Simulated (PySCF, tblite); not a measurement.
**C₅H₄FN₂−: geometry, infrared bands and NMR shifts**

Aim: predict the infrared bands and NMR shifts of C₅H₄FN₂− (`C=Cc1cc(F)[n-]n1`).

The runs use tblite 0.8.0 and PySCF 2.14.0, with density-fitted response routines of our own; the level of theory stands in each step. All values are computed, except where a source is named. Atoms count from 0, in the outputs and in this text.

**1. Starting geometry**

12 atoms, charge -1, multiplicity 1; geometry from: force field or distance geometry start.

Bonds of the start (Å): C0–C1 1.33, C1–C2 1.58, C2–C3 1.37, C3–C4 1.36, C4–F5 1.34, C4–N6 1.34, N6–N7 1.35, N7–C2 1.34, C0–H8 1.08, C0–H9 1.09, C1–H10 1.08, C3–H11 1.07.

**2. Optimising the geometry with GFN2-xTB**

What the job is given:

```
{"job": {"kind": "relax", "xc": "GFN2-xTB", "basis": "xTB"}, "charge": -1, "multiplicity": 1}
C     -2.166900     0.621800    -0.000700
C     -1.379200    -0.318900    -0.509100
C      0.182500    -0.441900    -0.268300
C      0.950100     0.420400     0.465700
C      2.180400    -0.152900     0.334300
F      3.283900     0.350600     0.893400
N      2.182200    -1.246800    -0.440200
N      0.899600    -1.431200    -0.817400
H     -1.787200     1.415900     0.629500
H     -3.240400     0.611000    -0.214800
H     -1.779600    -1.114200    -1.129100
H      0.675700     1.285600     1.030500
```

Run with:

```
OMP_NUM_THREADS=1 python probes_run.py task.json out
```

One launch serves the whole session: the jobs run in the order shown.

**Question.** This job is followed by: GFN2-xTB harmonic vibrations, gas phase; GIAO PBE0/pcSseg-1 NMR shielding, non-relativistic, gas phase. Predict these results of the whole session: strongest single infrared mode (GFN2-xTB); zero-point energy (GFN2-xTB); ¹³C shifts against TMS (PBE0/pcSseg-1); ¹H shifts against TMS (PBE0/pcSseg-1); ¹⁹F shifts against CFCl3 (PBE0/pcSseg-1); ¹⁵N shifts against NH3 (PBE0/pcSseg-1).

**Answer**, as computed:

| quantity | value |
| --- | --- |
| strongest single infrared mode (GFN2-xTB) | 1229 cm⁻¹, 163 km/mol |
| zero-point energy (GFN2-xTB) | 50.2 kcal/mol |
| ¹³C shifts against TMS (PBE0/pcSseg-1) | 177.0, 151.6, 147.8, 93.4, 80.2 ppm |
| ¹H shifts against TMS (PBE0/pcSseg-1) | 6.77, 5.65, 4.77, 4.05 ppm |
| ¹⁹F shifts against CFCl3 (PBE0/pcSseg-1) | -158.4 ppm |
| ¹⁵N shifts against NH3 (PBE0/pcSseg-1) | 375.6, 341.7 ppm |

Over 31 steps the energy fell by 0.414 eV; of the close pairs, C1–C2 changed most, 1.585 to 1.433 Å. All 30 modes are real, so the xTB geometry is a minimum. The strongest single mode, at 1229 cm⁻¹, moves mainly N7 and N6. GFN2-xTB is a fitted tight-binding method: band positions and strengths are rough. Its intensities can rank the bands wrongly. At PBE0/pcSseg-1: The largest span, 542 ppm, is at N7, where the paramagnetic term is -438 ppm. NICS(1)zz of -27 ppm above the planar ring from C2 marks a diatropic (aromatic) ring current.
